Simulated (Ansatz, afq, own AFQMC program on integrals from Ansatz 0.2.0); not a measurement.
# BCl₃ (singlet): quantum Monte Carlo beside coupled cluster at distance B1–Cl4 = 1.408 Å, cc-pVDZ

How near does AFQMC come to the top of the ladder for BCl₃ (singlet)?

Program: Ansatz 0.2.0, Gaussian basis, and an in-house AFQMC program (afq) on its integrals; all values are calculated. Level of theory: cc-pVDZ, frozen cores. These are calculated values, not measurements.

Plan: PBE (unrestricted); CCSD(T) on RHF; r2SCAN (unrestricted); CCSDT(Q) on RHF; PBE0 (unrestricted); B3LYP (unrestricted); wB97M-V (unrestricted); B2PLYP (unrestricted); Phaseless AFQMC, CISD trial on RHF; UHF.

### Step 1. The system

The geometry derives from a PBE0/def2-TZVP stationary point (not a proven minimum). One bond is set to the value named and the two fragments are kept rigid.

4 atoms, charge 0, spin multiplicity 1.

Atoms are counted from 1 here; the program's logs count them from 0.

Bond lengths: B1–Cl2 1.737 Å, B1–Cl3 1.737 Å, B1–Cl4 1.408 Å. Angles: Cl2–B1–Cl3 120.0°, Cl2–B1–Cl4 120.0°, Cl3–B1–Cl4 120.0°.

### Step 2. PBE (unrestricted)

File in.yaml:

```yaml
crystal:
  periodic: [false, false, false]
  atoms:
    - {symbol: B, position_ang: [-0.049175, -0.086677, 0.000155]}
    - {symbol: Cl, position_ang: [1.688129, -0.073578, 0.000055]}
    - {symbol: Cl, position_ang: [-0.929171, 1.411321, -0.002445]}
    - {symbol: Cl, position_ang: [-0.743962, -1.311312, 0.002343]}
basis:
  gaussian: {orbitals: cc-pVDZ}
magnetization: {spin_polarized: true, initial_magnetization: 0}
hamiltonian: {xc: {name: PBE}}
output: {orbitals: {seedname: orbitals}}
```

Run with:

```bash
$ ansatz run in.yaml --threads 1 --pin off --events-out ev --progress --plain --max-ram 5632MiB --backend cpu
```

Output:

```text
Functional definition: PBE
  name "PBE"
  cite "Perdew, Burke & Ernzerhof, Phys. Rev. Lett. 77, 3865 (1996) doi:10.1103/PhysRevLett.77.3865"
  parent pbe
  parameter kappa = 0.804
  parameter beta = 0.06672455060314922
  exchange = pbe_x(kappa = kappa, mu = beta*pi^2/3)
  correlation = pbe_c(beta = beta)
715 factors; integrals over basis functions are off by at most 8.0e-4 eV
mean field evaluation 1: about -38226.9313 eV, gradient 1.8e1 eV
mean field evaluation 2: about -38224.6385 eV, gradient 2.8e1 eV
mean field evaluation 4: about -38228.8320 eV, gradient 7.0e-1 eV
mean field evaluation 8: about -38228.8344 eV, gradient 4.9e-3 eV
mean field -38228.83436330 eV, -1404.8837504166 hartree, gradient 5.4e-5 eV, S^2 0.000000; 0 other end points of the search recorded, 0 dependent functions left out
reference -38228.83438827 eV, -1404.8837513342 hartree; 28, 28 occupied and 40, 40 virtual orbitals, 715 factors
Total energy: -38228.83438827 eV, -1404.8837513342 hartree
```

Wall time 1.6 s (1 thread of AMD EPYC 7R13 (Zen 3), shared host); peak memory 0.73 GiB.

From the report: ⟨S²⟩ of the determinant 0.000 (pure singlet: 0.00).

### Step 3. CCSD(T) on RHF

Edit in.yaml of step 2 so:

```diff
@@ -9,4 +9,3 @@
   gaussian: {orbitals: cc-pVDZ}
-magnetization: {spin_polarized: true, initial_magnetization: 0}
-hamiltonian: {xc: {name: PBE}}
-output: {orbitals: {seedname: orbitals}}
+magnetization: {spin_polarized: false}
+correlation: {method: ccsd_t, electrons: outside_noble_gas, hamiltonian_folder: ham}
```

Run with:

```bash
$ ansatz run in.yaml --threads 1 --pin off --events-out ev --progress --plain --max-ram 16896MiB --backend cuda --devices 0, --max-vram 18GiB
```

Output (excerpt; [...] marks lines left out):

```text
Functional definition: HF
  name "HF"
  cite "Fock, Z. Phys. 61, 126 (1930) doi:10.1007/BF01340294"
  parent pbe
[...]
715 factors; integrals over basis functions are off by at most 8.0e-4 eV
[...]
mean field -38183.58729211 eV, -1403.2209512200 hartree, gradient 3.6e-6 eV, S^2 0.000000; 0 other end points of the search recorded, 0 dependent functions left out
16 core orbitals not correlated: weight in the atoms' cores, before any rotation towards them, 1.000 or more for the frozen orbitals, at most 0.000 for the correlated occupied ones
reference -38183.58729211 eV, -1403.2209512200 hartree; 12, 12 occupied and 40, 40 virtual orbitals, 715 factors
second order -13.22672367 eV of doubles, -0.00000000 eV of singles
cycle   1  -13.80978842 eV  change   -5.8e-1 eV  update   7.1e-2
[...]
cycle   8  -14.08980079 eV  change   -2.8e-5 eV  update   2.1e-5
perturbative correction -0.35322106 eV, -0.0129806346 hartree
Total energy: -38198.03031396 eV, -1403.7517224831 hartree
```

It took 1.8 s on 1 × NVIDIA H100 80GB HBM3 with 1 thread of AMD EPYC 7R13 (Zen 3), shared host; peak host memory 0.78 GiB.

From the report: correlation -14.4430 eV; T1 0.010; largest double amplitude 0.04.

This run also writes the integrals to the folder ham.

### Step 4. r2SCAN (unrestricted)

Edit in.yaml of step 3 so:

```diff
@@ -9,3 +9,3 @@
   gaussian: {orbitals: cc-pVDZ}
-magnetization: {spin_polarized: false}
-correlation: {method: ccsd_t, electrons: outside_noble_gas, hamiltonian_folder: ham}
+magnetization: {spin_polarized: true, initial_magnetization: 0}
+hamiltonian: {xc: {name: r2SCAN}}
```

Run with:

```bash
$ ansatz run in.yaml --threads 1 --pin off --events-out ev --progress --plain --max-ram 5632MiB --backend cpu
```

Output:

```text
Functional definition: r2SCAN
  name "r2SCAN"
  cite "Furness, Kaplan, Ning, Perdew & Sun, J. Phys. Chem. Lett. 11, 8208 (2020) doi:10.1021/acs.jpclett.0c02405"
  cite "Furness, Kaplan, Ning, Perdew & Sun, J. Phys. Chem. Lett. 11, 9248 (2020) doi:10.1021/acs.jpclett.0c03077"
  parent r2scan
  parameter k0 = 0.174
  parameter k1 = 0.065
  parameter a1 = 4.9479
  exchange = r2scan_x(k0 = k0, k1 = k1, a1 = a1)
  correlation = r2scan_c
715 factors; integrals over basis functions are off by at most 8.0e-4 eV
mean field evaluation 1: about -38241.1600 eV, gradient 1.5e1 eV
mean field evaluation 2: about -38240.0871 eV, gradient 2.1e1 eV
mean field evaluation 4: about -38242.5064 eV, gradient 5.5e-1 eV
mean field evaluation 8: about -38242.5042 eV, gradient 7.4e-3 eV
mean field -38242.50415126 eV, -1405.3861058583 hartree, gradient 5.3e-5 eV, S^2 0.000000; 0 other end points of the search recorded, 0 dependent functions left out
reference -38242.50415778 eV, -1405.3861060981 hartree; 28, 28 occupied and 40, 40 virtual orbitals, 715 factors
Total energy: -38242.50415778 eV, -1405.3861060981 hartree
```

Run time: 3.6 s. Hardware: 1 thread of AMD EPYC 7R13 (Zen 3), shared host; peak memory 0.73 GiB.

From the report: ⟨S²⟩ of the determinant 0.000 (pure singlet: 0.00).

### Step 5. CCSDT(Q) on RHF

Edit in.yaml of step 4 so:

```diff
@@ -9,3 +9,3 @@
   gaussian: {orbitals: cc-pVDZ}
-magnetization: {spin_polarized: true, initial_magnetization: 0}
-hamiltonian: {xc: {name: r2SCAN}}
+magnetization: {spin_polarized: false}
+correlation: {method: ccsdt_q, electrons: outside_noble_gas}
```

Run with:

```bash
$ ansatz run in.yaml --threads 1 --pin off --events-out ev --progress --plain --max-ram 16896MiB --backend cuda --devices 0, --max-vram 18GiB
```

Output (excerpt; [...] marks lines left out):

```text
Functional definition: HF
  name "HF"
  cite "Fock, Z. Phys. 61, 126 (1930) doi:10.1007/BF01340294"
  parent pbe
[...]
1335 factors; integrals over basis functions are off by at most 1.7e-7 eV
[...]
mean field -38183.58748164 eV, -1403.2209581850 hartree, gradient 3.6e-6 eV, S^2 0.000000; 0 other end points of the search recorded, 0 dependent functions left out
16 core orbitals not correlated: weight in the atoms' cores, before any rotation towards them, 1.000 or more for the frozen orbitals, at most 0.000 for the correlated occupied ones
reference -38183.58748164 eV, -1403.2209581850 hartree; 12, 12 occupied and 40, 40 virtual orbitals, 1335 factors
second order -13.22676195 eV of doubles, -0.00000000 eV of singles
cycle   1  -13.80981929 eV  change   -5.8e-1 eV  update   8.7e-2
[...]
cycle  13  -14.45888253 eV  change   -1.6e-7 eV  update   4.1e-7
perturbative correction -0.02906291 eV, -0.0010680421 hartree
Total energy: -38198.07542708 eV, -1403.7533803596 hartree
```

Run time: 3.9 s. Hardware: 1 × NVIDIA H100 80GB HBM3 with 1 thread of AMD EPYC 7R13 (Zen 3), shared host; peak host memory 0.81 GiB.

From the report: correlation -14.4879 eV; T1 0.010; largest double amplitude 0.04.

### Step 6. PBE0 (unrestricted)

Edit in.yaml of step 5 so:

```diff
@@ -9,3 +9,4 @@
   gaussian: {orbitals: cc-pVDZ}
-magnetization: {spin_polarized: false}
-correlation: {method: ccsdt_q, electrons: outside_noble_gas}
+magnetization: {spin_polarized: true, initial_magnetization: 0}
+hamiltonian: {xc: {name: PBE0}}
+output: {orbitals: {seedname: orbitals}}
```

Run with:

```bash
$ ansatz run in.yaml --threads 1 --pin off --events-out ev --progress --plain --max-ram 5632MiB --backend cpu
```

Output:

```text
Functional definition: PBE0
  name "PBE0"
  cite "Adamo & Barone, J. Chem. Phys. 110, 6158 (1999) doi:10.1063/1.478522"
  cite "Perdew, Burke & Ernzerhof, Phys. Rev. Lett. 77, 3865 (1996) doi:10.1103/PhysRevLett.77.3865"
  parent pbe
  parameter a = 0.25
  parameter kappa = 0.804
  parameter beta = 0.06672455060314922
  exchange = (1 - a)*pbe_x(kappa = kappa, mu = beta*pi^2/3) + a*exact_x
  correlation = pbe_c(beta = beta)
715 factors; integrals over basis functions are off by at most 8.0e-4 eV
mean field evaluation 1: about -38231.3763 eV, gradient 1.1e1 eV
mean field evaluation 2: about -38231.4722 eV, gradient 1.0e1 eV
mean field evaluation 4: about -38232.0176 eV, gradient 3.0e-1 eV
mean field evaluation 8: about -38232.2022 eV, gradient 5.4e-2 eV
mean field evaluation 16: about -38232.2022 eV, gradient 6.3e-5 eV
mean field -38232.20223212 eV, -1405.0075173131 hartree, gradient 6.3e-5 eV, S^2 0.000000; 0 other end points of the search recorded, 0 dependent functions left out
reference -38232.20225081 eV, -1405.0075179998 hartree; 28, 28 occupied and 40, 40 virtual orbitals, 715 factors
Total energy: -38232.20225081 eV, -1405.0075179998 hartree
```

Wall time 2.4 s (1 thread of AMD EPYC 7R13 (Zen 3), shared host); peak memory 0.73 GiB.

From the report: ⟨S²⟩ of the determinant 0.000 (pure singlet: 0.00).

### Step 7. B3LYP (unrestricted)

Edit in.yaml of step 6 so:

```diff
@@ -10,3 +10,2 @@
 magnetization: {spin_polarized: true, initial_magnetization: 0}
-hamiltonian: {xc: {name: PBE0}}
-output: {orbitals: {seedname: orbitals}}
+hamiltonian: {xc: {name: B3LYP}}
```

Same command.

Output (excerpt; [...] marks lines left out):

```text
Functional definition: B3LYP
  name "B3LYP"
  cite "Stephens, Devlin, Chabalowski & Frisch, J. Phys. Chem. 98, 11623 (1994) doi:10.1021/j100096a001"
  cite "Becke, Phys. Rev. A 38, 3098 (1988) doi:10.1103/PhysRevA.38.3098"
  cite "Lee, Yang & Parr, Phys. Rev. B 37, 785 (1988) doi:10.1103/PhysRevB.37.785"
  cite "Vosko, Wilk & Nusair, Can. J. Phys. 58, 1200 (1980) doi:10.1139/p80-159"
[...]
715 factors; integrals over basis functions are off by at most 8.0e-4 eV
[...]
mean field -38246.39967130 eV, -1405.5292635794 hartree, gradient 4.8e-5 eV, S^2 0.000000; 0 other end points of the search recorded, 0 dependent functions left out
reference -38246.39987260 eV, -1405.5292709770 hartree; 28, 28 occupied and 40, 40 virtual orbitals, 715 factors
Total energy: -38246.39987260 eV, -1405.5292709770 hartree
```

Wall time 2.4 s (1 thread of AMD EPYC 7R13 (Zen 3), shared host); peak memory 1.5 GiB.

From the report: ⟨S²⟩ of the determinant 0.000 (pure singlet: 0.00).

### Step 8. wB97M-V (unrestricted)

Edit in.yaml of step 7 so:

```diff
@@ -10,2 +10,3 @@
 magnetization: {spin_polarized: true, initial_magnetization: 0}
-hamiltonian: {xc: {name: B3LYP}}
+hamiltonian: {xc: {name: wB97M-V}}
+output: {orbitals: {seedname: orbitals}}
```

Same command.

Output (excerpt; [...] marks lines left out):

```text
Functional definition: wB97M-V
  name "wB97M-V"
  cite "Mardirossian & Head-Gordon, J. Chem. Phys. 144, 214110 (2016) doi:10.1063/1.4952647"
  cite "Becke, J. Chem. Phys. 107, 8554 (1997) doi:10.1063/1.475007"
  cite "Vydrov & Van Voorhis, J. Chem. Phys. 133, 244103 (2010) doi:10.1063/1.3521275"
  # Of w^i u^j: cxij and so on, Table III.
[...]
  gx(w, u) = 1 - cx + cx01*u + cx10*w
  gss(w, u) = css00 + css04*u^4 + css10*w + css20*w^2 + css43*w^4*u^3
  gos(w, u) = cos00 + cos10*w + (cos20 + cos21*u)*w^2 + (cos60 + cos61*u)*w^6
[...]
      + integral(e_c_pw_mod_opposite_spin*gos(b97_w_opposite, b97_u_opposite)) + vv10(b, c)
715 factors; integrals over basis functions are off by at most 8.0e-4 eV
164 factors; integrals over basis functions are off by at most 8.2e-6 eV
[...]
mean field -38243.39736486 eV, -1405.4189308527 hartree, gradient 4.3e-5 eV, S^2 0.000000; 0 other end points of the search recorded, 0 dependent functions left out
reference -38243.39739246 eV, -1405.4189318671 hartree; 28, 28 occupied and 40, 40 virtual orbitals, 715 factors
Total energy: -38243.39739246 eV, -1405.4189318671 hartree
```

It took 8 s on 1 thread of AMD EPYC 7R13 (Zen 3), shared host; peak memory 1.6 GiB.

From the report: ⟨S²⟩ of the determinant 0.000 (pure singlet: 0.00).

### Step 9. B2PLYP (unrestricted)

Edit in.yaml of step 8 so:

```diff
@@ -10,3 +10,3 @@
 magnetization: {spin_polarized: true, initial_magnetization: 0}
-hamiltonian: {xc: {name: wB97M-V}}
-output: {orbitals: {seedname: orbitals}}
+hamiltonian: {xc: {name: B2PLYP}}
+correlation: {electrons: outside_noble_gas}
```

The command is unchanged.

Output (excerpt; [...] marks lines left out):

```text
Functional definition: B2PLYP
  name "B2PLYP"
  cite "Grimme, J. Chem. Phys. 124, 034108 (2006) doi:10.1063/1.2148954"
  cite "Becke, Phys. Rev. A 38, 3098 (1988) doi:10.1103/PhysRevA.38.3098"
  cite "Lee, Yang & Parr, Phys. Rev. B 37, 785 (1988) doi:10.1103/PhysRevB.37.785"
[...]
715 factors; integrals over basis functions are off by at most 8.0e-4 eV
[...]
mean field -38228.25123854 eV, -1404.8623209770 hartree, gradient 6.5e-6 eV, S^2 0.000000; 0 other end points of the search recorded, 0 dependent functions left out
16 core orbitals not correlated: weight in the atoms' cores, before any rotation towards them, 1.000 or more for the frozen orbitals, at most 0.000 for the correlated occupied ones
reference -38228.25136670 eV, -1404.8623256870 hartree; 12, 12 occupied and 40, 40 virtual orbitals, 715 factors
second order -16.14098232 eV of doubles, -0.00000000 eV of singles
Total energy: -38232.60943193 eV, -1405.0224816300 hartree
```

Run time: 3 s. Hardware: 1 thread of AMD EPYC 7R13 (Zen 3), shared host; peak memory 1.6 GiB.

From the report: ⟨S²⟩ of the determinant 0.000 (pure singlet: 0.00).

### Step 10. Phaseless AFQMC, CISD trial on RHF

It reads the integrals that the CCSD(T) run on this determinant wrote.

Run with:

```bash
$ afq ham --method phaseless --trial cisd --walkers 4000 --populations 20 --least-time 60 --time-step 0.005 --steps-per-block 50 --equilibration-blocks 28 --max-blocks 4000 --target-error 0.0003 --factor-cut 1e-05 --seed 2586 --release-times 0.21,0.42,0.63,0.9 --release-step 0.03 --release-every 5 --taylor-order 6
```

Output:

```text
orbitals 52  electrons 12 12  factors 426 of 715
reference energy -1403.22095122 Eh
CCSD correlation -0.51779016 Eh in 10 cycles, weight of the determinant in the CISD state 0.8237
energy of the start -1403.738734 Eh
 block  time / (1/Eh)  mean weight  energy / Eh
     1     0.250  1.0003  -1403.720471
     2     0.500  0.9999  -1403.728345
     3     0.750  1.0001  -1403.737078
     4     1.000  1.0000  -1403.743032
     5     1.250  0.9998  -1403.746486
     6     1.500  0.9998  -1403.748953
     7     1.750  1.0002  -1403.751646
     8     2.000  0.9999  -1403.752738
     9     2.250  0.9996  -1403.752556
    10     2.500  0.9997  -1403.751996
    11     2.750  1.0001  -1403.752383
    12     3.000  0.9999  -1403.753422
    13     3.250  1.0000  -1403.751760
    14     3.500  1.0000  -1403.752131
    15     3.750  1.0004  -1403.751699
    16     4.000  1.0004  -1403.751271
    17     4.250  0.9996  -1403.752201
    18     4.500  0.9994  -1403.750776
    19     4.750  0.9999  -1403.751837
    20     5.000  0.9999  -1403.752419
    21     5.250  0.9998  -1403.752710
    22     5.500  1.0002  -1403.754204
    23     5.750  1.0001  -1403.753288
    24     6.000  0.9999  -1403.753638
    25     6.250  1.0001  -1403.752826
    26     6.500  0.9996  -1403.754019
    27     6.750  0.9997  -1403.753066
    28     7.000  1.0000  -1403.754368
    29     7.250  1.0004  -1403.754385
    30     7.500  1.0000  -1403.752423
    31     7.750  1.0002  -1403.752220
    32     8.000  0.9998  -1403.753446
    33     8.250  1.0001  -1403.753687
    34     8.500  1.0002  -1403.752581
    35     8.750  1.0003  -1403.752935
    36     9.000  0.9995  -1403.752715
    37     9.250  0.9999  -1403.752375
    38     9.500  1.0000  -1403.751914
    39     9.750  1.0004  -1403.753444
    40    10.000  1.0001  -1403.754503
    41    10.250  1.0004  -1403.754546
    42    10.500  0.9999  -1403.754885
    43    10.750  1.0004  -1403.754267
    44    11.000  1.0003  -1403.755567
    45    11.250  1.0003  -1403.754079
    46    11.500  1.0000  -1403.753080
    47    11.750  1.0000  -1403.752751
    48    12.000  1.0000  -1403.752984
    49    12.250  1.0000  -1403.752619
    50    12.500  0.9998  -1403.752322
    51    12.750  0.9999  -1403.753499
    52    13.000  1.0002  -1403.753368
    53    13.250  0.9998  -1403.753589
    54    13.500  0.9997  -1403.753227
    55    13.750  1.0002  -1403.754141
    56    14.000  1.0001  -1403.754398
    57    14.250  1.0000  -1403.753308
    58    14.500  0.9995  -1403.752490
    59    14.750  0.9997  -1403.752499
    60    15.000  1.0004  -1403.753202
    61    15.250  0.9996  -1403.753849
    62    15.500  0.9994  -1403.753842
    63    15.750  0.9998  -1403.754277
    64    16.000  0.9998  -1403.753284
    65    16.250  0.9997  -1403.752962
    66    16.500  0.9995  -1403.754544
    67    16.750  1.0004  -1403.753935
    68    17.000  1.0003  -1403.753483
    69    17.250  0.9997  -1403.754446
    70    17.500  0.9999  -1403.754283
    71    17.750  0.9999  -1403.754387
    72    18.000  0.9999  -1403.753067
    73    18.250  1.0003  -1403.750596
    74    18.500  1.0002  -1403.751627
    75    18.750  0.9999  -1403.753622
    76    19.000  1.0000  -1403.753075
    77    19.250  0.9995  -1403.753604
    78    19.500  1.0001  -1403.752832
error from the spread of 20 populations
released: time / (1/Eh)  energy / Eh  error  mean overlap
  0.21  -1403.752878  0.000242  1.0054
  0.42  -1403.752941  0.000230  1.0069
  0.63  -1403.753490  0.000238  0.9998
  0.90  -1403.753665  0.000223  0.9980
energy -1403.753383 +/- 0.000238 Eh
```

It took 53 s on 1 × NVIDIA H100 80GB HBM3 with 2 threads of AMD EPYC 7R13 (Zen 3), shared host; peak host memory 1.6 GiB.

Energy -38198.0755 ± 0.0065 eV. Caveats: constraint bias not in the error.

### Step 11. UHF

Edit in.yaml of step 9 so:

```diff
@@ -10,3 +10,3 @@
 magnetization: {spin_polarized: true, initial_magnetization: 0}
-hamiltonian: {xc: {name: B2PLYP}}
-correlation: {electrons: outside_noble_gas}
+hamiltonian: {xc: hf}
+output: {orbitals: {seedname: orbitals}}
```

Run with:

```bash
$ ansatz run in.yaml --threads 1 --pin off --events-out ev --progress --plain --max-ram 16896MiB --backend cuda --devices 0, --max-vram 18GiB
```

Output:

```text
Functional definition: HF
  name "HF"
  cite "Fock, Z. Phys. 61, 126 (1930) doi:10.1007/BF01340294"
  parent pbe
  exchange = exact_x
  correlation = 0
715 factors; integrals over basis functions are off by at most 8.0e-4 eV
mean field evaluation 1: about -38182.4437 eV, gradient 1.2e1 eV
mean field evaluation 2: about -38182.5494 eV, gradient 1.3e1 eV
mean field evaluation 4: about -38183.5662 eV, gradient 1.4e0 eV
mean field evaluation 8: about -38183.5873 eV, gradient 1.5e-3 eV
mean field -38183.58729211 eV, -1403.2209512200 hartree, gradient 1.9e-5 eV, S^2 0.000000; 0 other end points of the search recorded, 0 dependent functions left out
reference -38183.58729211 eV, -1403.2209512200 hartree; 28, 28 occupied and 40, 40 virtual orbitals, 715 factors
Total energy: -38183.58729211 eV, -1403.2209512200 hartree
```

Wall time 1.5 s (1 × NVIDIA H100 80GB HBM3 with 1 thread of AMD EPYC 7R13 (Zen 3), shared host); peak host memory 1.6 GiB.

From the report: ⟨S²⟩ of the determinant 0.000 (pure singlet: 0.00).

### Step 12. AFQMC on the ladder

On the RHF determinant, counted from CCSDT(Q) (a yardstick, not exact):

```tsv
level	energy (eV)	from CCSDT(Q) (meV)	statistical error (meV)	time
HF	-38183.5873	+14488.1		
MP2	-38196.8140	+1261.4		
CCSD	-38197.6771	+398.3		
CCSD(T)	-38198.0303	+45.1		
CCSDT(Q)	-38198.0754	0.0		
Phaseless AFQMC, CISD trial, step 0.005, 4000 walkers	-38198.0755	-0.1	6.5	53 s
```

The functionals' totals stand on their own zeros and serve differences with other points: PBE -38228.834 eV; r2SCAN -38242.504 eV; PBE0 -38232.202 eV; B3LYP -38246.400 eV; wB97M-V -38243.397 eV; B2PLYP -38232.609 eV.

### Step 13. Outcome

```
                                        quantity           value
                    CCSD(T) on RHF from CCSDT(Q)       +45.1 meV
Phaseless AFQMC, CISD trial on RHF from CCSDT(Q)  -0.1 ± 6.5 meV
```

What this shows: On RHF the phaseless walk with the CISD trial lies -0.1 meV from CCSDT(Q), within three error bars. Error bars are statistical and leave out the constraint, the time step and what remains of the start.
